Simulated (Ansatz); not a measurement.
# BiTe (Fm-3m) in Ansatz: reference runs

Aim: a first look at BiTe with PBE, on the cell as given and on a disturbed one, then over a range of volumes.

Everything below comes from runs of Ansatz 0.2.0. Logs are shortened: lines on timing, memory, paths and dates and some standing lists are left out, and cuts for length are marked.

## (1) The structure

It takes space group Fm-3m (No. 225, cubic). Conventional cell: a = 6.470 Å, b = 6.470 Å, c = 6.470 Å, α = 90.00°, β = 90.00°, γ = 90.00°. Around Bi (site symmetry m-3m) lie 6 Te at 3.23 Å. Around Te (site symmetry m-3m) lie 6 Bi at 3.23 Å.

## (2) Single point, PBE

Input file input.yaml:

```yaml
crystal:
  lattice:
    - [0.0, 3.235, 3.235]
    - [3.235, 0.0, 3.235]
    - [3.235, 3.235, 0.0]
  atoms:
    - { symbol: Bi, position: [0.0, 0.0, 0.0] }
    - { symbol: Te, position: [0.5, 0.5, 0.5] }
hamiltonian:
  xc: pbe
  pseudopotentials: { kind: paw }
kpoints:
  mp_grid: { grid: [7, 7, 7] }
scf:
  occupations: { method: fermi_dirac, width: 0.05 }
output:
  forces: true
  stress: true
  eigenvalues: true
```

Potentials or basis: Ansatz PAW.

Launch:

```
$ ansatz run input.yaml --threads 1 --pin off --max-ram 2560MiB --backend cpu --events-out ev --progress --plain --runs-dir out
```

The program printed:

```text
Warning: RAYON_NUM_THREADS=1 ignored (pool sized by the plan → 1); use --threads N
Engine: ansatz 0.2.0, x86_64-unknown-linux-gnu
Pseudopotentials: kind: paw
Pseudopotential: Bi, paw, valence charge 15, recommended cutoff 420 eV (normal), Bi.paw.azcp
Pseudopotential: Te, paw, valence charge 16, recommended cutoff 420 eV (normal), Te.paw.azcp
Functional definition: PBE
  parameter kappa = 0.804
  parameter beta = 0.06672455060314922
  exchange = pbe_x(kappa = kappa, mu = beta*pi^2/3)
  correlation = pbe_c(beta = beta)
Crystal: 2 atoms, lattice volume = 67.710 Å³
Basis set: ecut = 420 eV, 1363 PW (Γ), exchange–correlation on 64×64×64 points (8 copies of the dense FFT grid, shifted against one another)
Bands: 20, of which v1, the nominal top of the filled ones, is band 16 counted from 1 (15 counted from 0)
Symmetry: 48 space group operations
Space group: Fm-3m (ITA 225), of the structure as read, at distance tolerance 4.1e-5 Å
k-points: 20 of 343
Non-local potential: Bi, projectors of the file, l = 0: 2, l = 1: 2, l = 2: 2, l = 3: 2
Non-local potential: Te, projectors of the file, l = 0: 2, l = 1: 2, l = 2: 2, l = 3: 2
PAW form: soft (Blöchl's): semilocal exchange-correlation on the pseudo side does not see the compensation charge
PAW one-centre angular grid: Bi, 590 points (default); XC on 64 Gauss nodes
PAW one-centre angular grid: Te, 590 points (default); XC on 64 Gauss nodes
Initial density: superposition of atomic densities (neutral atoms: chi_scale 0, normalization atom), corrected by the library's trained network
Initial wavefunctions: pseudopotential atomic-orbital guess
Functional: x = pbe(κ = 0.804, μ = 0.2195149727645171), c = pbe(β = 0.06672455060314922)
SCF iter   1: F=—  HF=-19376.635908 eV  |F-HF|=—  |Δ(HF+E_count)|=         —  Δρ=8.89e-4  dr2=8.85e-4  ethr=1.77e-3  ⟨swp⟩=6.4  Hψ=2069  notcnv=0
preconditioner: auto → LDOS  [metal: Δε(μ)=0.027 eV  Ē_g=9.452 eV  σ=0.050 eV  W_gap=0.13  n_scr=14 (ndim 8)  ℏωp=15.0 eV  f_vac=0.012  D(μ)=2.86/eV (n_scr^D=26)  β→1.0]
SCF iter   2: F=—  HF=-19376.634328 eV  |F-HF|=—  |Δ(HF+E_count)|=   1.58e-3  Δρ=6.74e-4  dr2=2.67e-4  ethr=2.86e-6  ⟨swp⟩=2.9  Hψ=989  notcnv=0
SCF iter   3: F=—  HF=-19376.634250 eV  |F-HF|=—  |Δ(HF+E_count)|=   7.86e-5  Δρ=2.32e-4  dr2=6.63e-5  ethr=8.62e-7  ⟨swp⟩=2.0  Hψ=704  notcnv=0  defer=1
SCF iter   4: F=—  HF=-19376.634241 eV  |F-HF|=—  |Δ(HF+E_count)|=   8.52e-6  Δρ=1.22e-4  dr2=1.54e-5  ethr=2.14e-7  ⟨swp⟩=2.4  Hψ=555  notcnv=0  defer=1
SCF iter   5: F=—  HF=-19376.634237 eV  |F-HF|=—  |Δ(HF+E_count)|=   4.18e-6  Δρ=5.81e-5  dr2=2.90e-6  ethr=4.96e-8  ⟨swp⟩=2.4  Hψ=708  notcnv=0  defer=1
SCF iter   6: F=—  HF=-19376.634236 eV  |F-HF|=—  |Δ(HF+E_count)|=   1.30e-6  Δρ=1.25e-5  dr2=1.15e-7  ethr=9.36e-9  ⟨swp⟩=2.0  Hψ=599  notcnv=0  defer=1
SCF iter   7: F=-19376.634236 eV  HF=-19376.634236 eV  |F-HF|=4.59e-9  |Δ(HF+E_count)|=   5.26e-8  Δρ=2.93e-6  dr2=4.32e-9  ethr=3.23e-10  ⟨swp⟩=7.3  Hψ=2091  notcnv=0
SCF 1 converged in 7 iterations: F = -19376.634236 eV  dr2 = 4.32e-9
SCF converged after 7 iterations
Free energy (F): -19376.634236 eV
Harris-Foulkes:  -19376.634236 eV  (|F-HF|=4.59e-9)
Internal energy: -19376.613079 eV  (E = F + TS)
E sigma→0 (E₀):  -19376.623657 eV
Entropy (-TS):   -0.021157 eV (-10.578 meV/atom)
Fermi energy:    9.863130 eV
--- Per-component energies (eV) ---
  E_band       = -363.708279
  E_kinetic    = 481.867544
  E_local      = -2761.557621  (includes V_loc(G=0)·N_el)
  E_nonlocal   = 249.917275
  E_hartree    = 1289.916795
  E_xc         = -275.580843
  E_vxc        = -248.279203  (∫ρ·V_xc dr)
  E_paw        = -15325.019889  (= ΣΔE_a)
  E_vpaw       = -665.492182  (= ΣTr[D̂ρ^β])
  E_aug_tail   = -0.000614  (compensation charges beyond the density's cutoff)
  E_ewald      = -3036.155726
  E_smearing   = -0.021157  (= −TS)
  E_closure    = 0.000000  (closes the sum)
  Σ components = -19376.634236   (vs F -19376.634236, Δ=0.00e0)
--- Forces (eV/Å), atoms counted from 1 ---
  atom   1  Bi    -0.00000000     0.00000000    -0.00000000
  atom   2  Te     0.00000000    -0.00000000     0.00000000
  max |Σ_I F_I| component: 1.92e-29 eV/Å
--- Stress (GPa, compression-positive) ---
        0.917916       0.000000      -0.000000
       -0.000000       0.917916       0.000000
       -0.000000       0.000000       0.917916
  P = ⅓ Tr σ = 0.9179 GPa (9.179 kbar)
--- Band table (eV; the first three rows and the last of 20) ---
  k-point 0: bands = ["-27.4351", "-27.4351", "-27.4342", "-27.4342", "-27.4342", "-13.3320", "-13.3320", "-13.3295", "-13.3295", "-13.3295", "-3.6922", "1.7089", "7.2816", "7.2816", "7.2816", "11.9806", "11.9806", "11.9806", "14.5149", "14.5149"]
  k-point 1: bands = ["-27.4350", "-27.4350", "-27.4341", "-27.4341", "-27.4341", "-13.3329", "-13.3329", "-13.3292", "-13.3283", "-13.3283", "-3.5102", "1.2662", "7.3421", "7.3421", "7.4586", "11.2111", "11.3264", "11.3264", "14.3637", "14.8797"]
  k-point 2: bands = ["-27.4350", "-27.4350", "-27.4340", "-27.4338", "-27.4338", "-13.3353", "-13.3353", "-13.3284", "-13.3254", "-13.3254", "-2.9748", "0.2231", "7.5398", "7.5398", "7.8003", "10.0285", "10.2034", "10.2034", "14.8998", "15.9113"]
  k-point 19: bands = ["-27.4352", "-27.4347", "-27.4339", "-27.4337", "-27.4334", "-13.3419", "-13.3325", "-13.3273", "-13.3247", "-13.3198", "-1.4399", "-1.0447", "4.7473", "5.3316", "7.8601", "9.9396", "13.0638", "13.9121", "14.4904", "15.6206"]
```

Run time: 2.4 s. Hardware: 1 thread of Intel Xeon Platinum 8375C at 2.90GHz (Ice Lake), shared host; peak memory 0.39 GiB.

What came out:

* Free energy: -19376.6342 eV
* Pressure: 0.9 GPa
* Band gap on the k mesh: none (metal or under the smearing width)

Caveat: spin-orbit coupling is left out, which moves the levels of the heavy elements.

## (3) Single point, PBE (atoms moved at random, drawn with an rms of 0.05 Å)

Changes to input.yaml since step 2:

```diff
@@ -6,4 +6,4 @@
   atoms:
-    - { symbol: Bi, position: [0.0, 0.0, 0.0] }
-    - { symbol: Te, position: [0.5, 0.5, 0.5] }
+    - { symbol: Bi, position: [-0.017056, -0.008804, 0.023815] }
+    - { symbol: Te, position: [0.496114, 0.492255, 0.502187] }
 hamiltonian:
```

Potentials or basis: Ansatz PAW.

Launch:

```
$ ansatz run input.yaml --threads 1 --pin off --max-ram 2560MiB --backend cpu --events-out ev --progress --plain --runs-dir out
```

The program printed:

```text
Warning: RAYON_NUM_THREADS=1 ignored (pool sized by the plan → 1); use --threads N
[... 9 set-up lines as earlier in the session ...]
Crystal: 2 atoms, lattice volume = 67.710 Å³
Basis set: ecut = 420 eV, 1363 PW (Γ), exchange–correlation on 64×64×64 points (8 copies of the dense FFT grid, shifted against one another)
Bands: 20, of which v1, the nominal top of the filled ones, is band 16 counted from 1 (15 counted from 0)
Symmetry: 1 space group operations
Space group: P1 (ITA 1), of the structure as read, at distance tolerance 4.1e-5 Å
k-points: 172 of 343 (time reversal used)
[... 8 set-up lines as earlier in the session ...]
SCF iter   1: F=—  HF=-19376.625458 eV  |F-HF|=—  |Δ(HF+E_count)|=         —  Δρ=9.57e-4  dr2=1.08e-3  ethr=1.77e-3  ⟨swp⟩=6.6  Hψ=18166  notcnv=0
preconditioner: auto → LDOS  [metal: Δε(μ)=0.007 eV  Ē_g=9.471 eV  σ=0.050 eV  W_gap=0.03  n_scr=14 (ndim 8)  ℏωp=15.0 eV  f_vac=0.012  D(μ)=2.84/eV (n_scr^D=26)  β→1.0]
SCF iter   2: F=—  HF=-19376.623875 eV  |F-HF|=—  |Δ(HF+E_count)|=   1.58e-3  Δρ=7.63e-4  dr2=3.43e-4  ethr=3.47e-6  ⟨swp⟩=2.4  Hψ=7905  notcnv=0  defer=10
SCF iter   3: F=—  HF=-19376.623770 eV  |F-HF|=—  |Δ(HF+E_count)|=   1.06e-4  Δρ=2.41e-4  dr2=6.79e-5  ethr=1.11e-6  ⟨swp⟩=2.0  Hψ=6087  notcnv=0  defer=10
SCF iter   4: F=—  HF=-19376.623760 eV  |F-HF|=—  |Δ(HF+E_count)|=   9.54e-6  Δρ=1.20e-4  dr2=1.34e-5  ethr=2.19e-7  ⟨swp⟩=2.2  Hψ=5836  notcnv=0  defer=10
SCF iter   5: F=—  HF=-19376.623756 eV  |F-HF|=—  |Δ(HF+E_count)|=   4.45e-6  Δρ=4.88e-5  dr2=2.60e-6  ethr=4.34e-8  ⟨swp⟩=2.0  Hψ=5823  notcnv=0  defer=10
SCF iter   6: F=-19376.623755 eV  HF=-19376.623755 eV  |F-HF|=1.41e-9  |Δ(HF+E_count)|=   7.70e-7  Δρ=6.92e-6  dr2=4.29e-8  ethr=3.23e-10  ⟨swp⟩=6.6  Hψ=20867  notcnv=0
SCF 1 converged in 6 iterations: F = -19376.623755 eV  dr2 = 4.29e-8
SCF converged after 6 iterations
Free energy (F): -19376.623755 eV
Harris-Foulkes:  -19376.623755 eV  (|F-HF|=1.41e-9)
Internal energy: -19376.602713 eV  (E = F + TS)
E sigma→0 (E₀):  -19376.613234 eV
Entropy (-TS):   -0.021042 eV (-10.521 meV/atom)
Fermi energy:    9.872292 eV
--- Per-component energies (eV) ---
  E_band       = -363.737777
  E_kinetic    = 481.923593
  E_local      = -2763.115318  (includes V_loc(G=0)·N_el)
  E_nonlocal   = 249.918485
  E_hartree    = 1290.662551
  E_xc         = -275.605663
  E_vxc        = -248.310835  (∫ρ·V_xc dr)
  E_paw        = -15325.009270  (= ΣΔE_a)
  E_vpaw       = -665.472714  (= ΣTr[D̂ρ^β])
  E_aug_tail   = -0.000610  (compensation charges beyond the density's cutoff)
  E_ewald      = -3035.376483
  E_smearing   = -0.021042  (= −TS)
  E_closure    = -0.000000  (closes the sum)
  Σ components = -19376.623755   (vs F -19376.623755, Δ=0.00e0)
--- Forces (eV/Å), atoms counted from 1 ---
  atom   1  Bi    -0.19068657    -0.07715377     0.13055062
  atom   2  Te     0.19068107     0.07715184    -0.13054606
  max |Σ_I F_I| component: 5.50e-6 eV/Å
--- Stress (GPa, compression-positive) ---
        1.085098      -0.056912       0.096098
       -0.056912       1.017163       0.039187
        0.096098       0.039187       1.041382
  P = ⅓ Tr σ = 1.0479 GPa (10.479 kbar)
--- Band table (eV; the first three rows and the last of 172) ---
  k-point 0: bands = ["-27.4370", "-27.4363", "-27.4354", "-27.4348", "-27.4340", "-13.3334", "-13.3314", "-13.3294", "-13.3292", "-13.3274", "-3.7002", "1.7144", "7.2658", "7.2816", "7.2935", "11.9411", "11.9604", "11.9853", "14.5173", "14.5339"]
  k-point 1: bands = ["-27.4370", "-27.4362", "-27.4353", "-27.4347", "-27.4340", "-13.3344", "-13.3324", "-13.3285", "-13.3279", "-13.3268", "-3.5192", "1.2739", "7.3252", "7.3417", "7.4648", "11.1905", "11.3160", "11.3354", "14.3743", "14.8815"]
  k-point 2: bands = ["-27.4369", "-27.4362", "-27.4350", "-27.4345", "-27.4338", "-13.3367", "-13.3348", "-13.3271", "-13.3249", "-13.3244", "-2.9881", "0.2371", "7.5174", "7.5373", "7.7932", "10.0305", "10.2010", "10.2200", "14.8959", "15.9126"]
  k-point 171: bands = ["-27.4368", "-27.4360", "-27.4350", "-27.4344", "-27.4336", "-13.3393", "-13.3352", "-13.3264", "-13.3234", "-13.3215", "-1.7571", "-1.2399", "6.2638", "7.4072", "7.5458", "9.8496", "9.8789", "11.3225", "16.1679", "16.6687"]
```

Run time: 18 s. Hardware: 1 thread of Intel Xeon Platinum 8375C at 2.90GHz (Ice Lake), shared host; peak memory 0.58 GiB.

Results:

* Free energy: -19376.6238 eV
* Pressure: 1.0 GPa
* Largest force: 0.244 eV/Å
* Band gap on the k mesh: none (metal or under the smearing width)

Forces in eV/Å, atoms in the order of the input:
```
Bi  -0.191 -0.077  0.131
Te   0.191  0.077 -0.131
```

Stress tensor (GPa, compression positive):
```
 1.09 -0.06  0.10
-0.06  1.02  0.04
 0.10  0.04  1.04
```

Levels at points of the mesh, in eV from the Fermi level:
```tsv
k point	band 13	band 14	band 15	band 16	band 17	band 18
(0.00, 0.00, 0.00)	-2.61	-2.59	-2.58	2.07	2.09	2.11
```

Caveat: spin-orbit coupling is left out, which moves the levels of the heavy elements.

## (4) Single point, PBE, 31.82 Å³/atom (volume scaled by 0.94)

Input file input.yaml:

```yaml
crystal:
  lattice:
    - [0.0, 3.1689610617, 3.1689610617]
    - [3.1689610617, 0.0, 3.1689610617]
    - [3.1689610617, 3.1689610617, 0.0]
  atoms:
    - { symbol: Bi, position: [0.0, 0.0, 0.0] }
    - { symbol: Te, position: [0.5, 0.5, 0.5] }
hamiltonian:
  xc: pbe
  pseudopotentials: { kind: paw }
kpoints:
  mp_grid: { grid: [7, 7, 7] }
scf:
  occupations: { method: fermi_dirac, width: 0.05 }
output:
  forces: true
  stress: true
  eigenvalues: true
```

Launch:

```
$ ansatz run input.yaml --threads 1 --pin off --max-ram 2560MiB --backend cpu --events-out ev --progress --plain --runs-dir out
```

Wall time 1.5 s (1 thread of Intel Xeon Platinum 8375C at 2.90GHz (Ice Lake), shared host); peak memory 0.39 GiB.

It converged, with:

- Free energy: -19376.5680 eV
- Pressure: 4.5 GPa
- Band gap on the k mesh: none (metal or under the smearing width)

Caveat: spin-orbit coupling is left out, which moves the levels of the heavy elements.

## (5) Single point, PBE, 32.50 Å³/atom (volume scaled by 0.96)

Changes to input.yaml since step 4:

```diff
@@ -2,5 +2,5 @@
   lattice:
-    - [0.0, 3.1689610617, 3.1689610617]
-    - [3.1689610617, 0.0, 3.1689610617]
-    - [3.1689610617, 3.1689610617, 0.0]
+    - [0.0, 3.1912784242, 3.1912784242]
+    - [3.1912784242, 0.0, 3.1912784242]
+    - [3.1912784242, 3.1912784242, 0.0]
   atoms:
```

Launch:

```
$ ansatz run input.yaml --threads 1 --pin off --max-ram 2560MiB --backend cpu --events-out ev --progress --plain --runs-dir out
```

It took 2.8 s on 1 thread of Intel Xeon Platinum 8375C at 2.90GHz (Ice Lake), shared host; peak memory 0.39 GiB.

Results (log left out):

```
Free energy            : -19376.6003 eV
Pressure               : 3.2 GPa
Band gap on the k mesh : none (metal or under the smearing width)
```

Caveat: spin-orbit coupling is left out, which moves the levels of the heavy elements.

## (6) Single point, PBE, 33.18 Å³/atom (volume scaled by 0.98)

Changes to input.yaml since step 5:

```diff
@@ -2,5 +2,5 @@
   lattice:
-    - [0.0, 3.1912784242, 3.1912784242]
-    - [3.1912784242, 0.0, 3.1912784242]
-    - [3.1912784242, 3.1912784242, 0.0]
+    - [0.0, 3.2132879364, 3.2132879364]
+    - [3.2132879364, 0.0, 3.2132879364]
+    - [3.2132879364, 3.2132879364, 0.0]
   atoms:
```

Potentials or basis: Ansatz PAW.

Launch:

```
$ ansatz run input.yaml --threads 1 --pin off --max-ram 2560MiB --backend cpu --events-out ev --progress --plain --runs-dir out
```

Wall time 1.6 s (1 thread of Intel Xeon Platinum 8375C at 2.90GHz (Ice Lake), shared host); peak memory 0.39 GiB.

Results (log left out):

```
Free energy            : -19376.6220 eV
Pressure               : 2.0 GPa
Band gap on the k mesh : none (metal or under the smearing width)
```

Caveat: spin-orbit coupling is left out, which moves the levels of the heavy elements.

## (7) Single point, PBE, 33.86 Å³/atom

Changes to input.yaml since step 6:

```diff
@@ -2,5 +2,5 @@
   lattice:
-    - [0.0, 3.2132879364, 3.2132879364]
-    - [3.2132879364, 0.0, 3.2132879364]
-    - [3.2132879364, 3.2132879364, 0.0]
+    - [0.0, 3.235, 3.235]
+    - [3.235, 0.0, 3.235]
+    - [3.235, 3.235, 0.0]
   atoms:
```

Launch:

```
$ ansatz run input.yaml --threads 1 --pin off --max-ram 2560MiB --backend cpu --events-out ev --progress --plain --runs-dir out
```

Wall time 1.6 s (1 thread of Intel Xeon Platinum 8375C at 2.90GHz (Ice Lake), shared host); peak memory 0.39 GiB.

The run converged. Its results:

```yaml
Free_energy: -19376.6342 eV
Pressure: 0.9 GPa
Band_gap_on_the_k_mesh: none (metal or under the smearing width)
```

Caveat: spin-orbit coupling is left out, which moves the levels of the heavy elements.

## (8) Single point, PBE, 34.53 Å³/atom (volume scaled by 1.02)

Changes to input.yaml since step 7:

```diff
@@ -2,5 +2,5 @@
   lattice:
-    - [0.0, 3.235, 3.235]
-    - [3.235, 0.0, 3.235]
-    - [3.235, 3.235, 0.0]
+    - [0.0, 3.2564244654, 3.2564244654]
+    - [3.2564244654, 0.0, 3.2564244654]
+    - [3.2564244654, 3.2564244654, 0.0]
   atoms:
```

Launch:

```
$ ansatz run input.yaml --threads 1 --pin off --max-ram 2560MiB --backend cpu --events-out ev --progress --plain --runs-dir out
```

Wall time 1.9 s (1 thread of Intel Xeon Platinum 8375C at 2.90GHz (Ice Lake), shared host); peak memory 0.4 GiB.

It converged, with:

```yaml
Free_energy: -19376.6379 eV
Pressure: 0.0 GPa
Band_gap_on_the_k_mesh: none (metal or under the smearing width)
```

Caveat: spin-orbit coupling is left out, which moves the levels of the heavy elements.

## (9) Single point, PBE, 35.21 Å³/atom (volume scaled by 1.04)

Changes to input.yaml since step 8:

```diff
@@ -2,5 +2,5 @@
   lattice:
-    - [0.0, 3.2564244654, 3.2564244654]
-    - [3.2564244654, 0.0, 3.2564244654]
-    - [3.2564244654, 3.2564244654, 0.0]
+    - [0.0, 3.2775706714, 3.2775706714]
+    - [3.2775706714, 0.0, 3.2775706714]
+    - [3.2775706714, 3.2775706714, 0.0]
   atoms:
```

Potentials or basis: Ansatz PAW.

Launch:

```
$ ansatz run input.yaml --threads 1 --pin off --max-ram 2560MiB --backend cpu --events-out ev --progress --plain --runs-dir out
```

It took 2 s on 1 thread of Intel Xeon Platinum 8375C at 2.90GHz (Ice Lake), shared host; peak memory 0.39 GiB.

It converged, with:

- Free energy: -19376.6338 eV
- Pressure: -0.9 GPa
- Band gap on the k mesh: none (metal or under the smearing width)

Caveat: spin-orbit coupling is left out, which moves the levels of the heavy elements.

## (10) Single point, PBE, 35.89 Å³/atom (volume scaled by 1.06)

Changes to input.yaml since step 9:

```diff
@@ -2,5 +2,5 @@
   lattice:
-    - [0.0, 3.2775706714, 3.2775706714]
-    - [3.2775706714, 0.0, 3.2775706714]
-    - [3.2775706714, 3.2775706714, 0.0]
+    - [0.0, 3.2984474805, 3.2984474805]
+    - [3.2984474805, 0.0, 3.2984474805]
+    - [3.2984474805, 3.2984474805, 0.0]
   atoms:
```

Launch:

```
$ ansatz run input.yaml --threads 1 --pin off --max-ram 2560MiB --backend cpu --events-out ev --progress --plain --runs-dir out
```

Wall time 1.8 s (1 thread of Intel Xeon Platinum 8375C at 2.90GHz (Ice Lake), shared host); peak memory 0.4 GiB.

It converged, with:

| Property | Result |
| --- | --- |
| Free energy | -19376.6229 eV |
| Pressure | -1.7 GPa |
| Band gap on the k mesh | none (metal or under the smearing width) |

Caveat: spin-orbit coupling is left out, which moves the levels of the heavy elements.

## (11) Equation of state, PBE

Potentials or basis: Ansatz PAW.

No new run: the results of the series are fitted here.

What came out:

```yaml
Equilibrium_volume: 34.50 Å³/atom
Bulk_modulus: 47 GPa
Pressure_derivative_of_the_bulk_modulus: 4.4
```

Energy against volume, from the lowest point:
| volume (Å³/atom) | energy (meV/atom) |
| --- | --- |
| 31.824 | 34.93 |
| 32.501 | 18.77 |
| 33.178 | 7.92 |
| 33.855 | 1.82 |
| 34.532 | 0.00 |
| 35.209 | 2.02 |
| 35.886 | 7.50 |

Caveat: spin-orbit coupling is left out, which moves the levels of the heavy elements. PBE usually gives volumes a little too large and moduli too small.

## (12) The runs side by side

```tsv
task	cell	gap on the mesh (eV)	pressure (GPa)
single point	as given	none	0.9
single point	atoms moved at random, drawn with an rms of 0.05 Å	none	1.0
equation of state	as given	-	-
```

Alike in all rows: level PBE; potentials or basis Ansatz PAW; no spin polarisation; k mesh 7 × 7 × 7; cutoff (eV) 420; smearing fermi-dirac 0.05 eV.

Caveats: spin-orbit coupling is left out, which moves the levels of the heavy elements.

Total energies depend on the potentials used, so only differences within one code and one set of settings carry meaning.
